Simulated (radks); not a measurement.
# Excited configurations of S⁺

An exercise on one series of results from a longer session: the logs are not shown, and one member is left open.

Method: non-relativistic Kohn-Sham, PBE, spin-unpolarised, spherical densities, point nucleus. Code: radks (a radial shooting solver on a logarithmic mesh, Libxc functionals) version 1.

## The system

- element: sulfur (Z = 16)
- charge: +1
- electrons: 15
- configuration: [Ne] 3s2 3p3

The outer shells:

S⁺
```
[Ne] core
3s [↑↓]
3p [↑ ][↑ ][↑ ]
```

Set-up of the first run:

Settings of this run:

```text
Z 16
configuration [Ne] 3s2 3p3
relativity non-relativistic
functional pbe,pbe
spin unpolarised
nucleus point
```

Among the steps run: Ground configuration: [Ne] 3s2 3p3.

One table of the session follows, with a row left open; its other results are not shown here.

It belongs to the step «Ground configuration: [Ne] 3s2 3p3». From the orbitals of this run (lengths in bohr):

```
level      <r>  outermost maximum (interpolated)  90 % within  nodes
   1s  0.09730                            0.0637        0.174      0
   2s   0.4809                             0.390        0.753      1
   2p   0.4429                             0.326        0.737      0
   3s    1.642                              1.40         2.47      2
   3p        ?                                 ?            ?      ?
```

Estimate the missing values for 3p.

The run gave: <r>: 1.896; outermost maximum (interpolated): 1.55; 90 % within: 2.94; nodes: 1. In the column «<r>» it is the highest.

To keep in mind: Spin polarisation and multiplet splitting are left out, so open shells lie too high by an amount that depends on their filling.
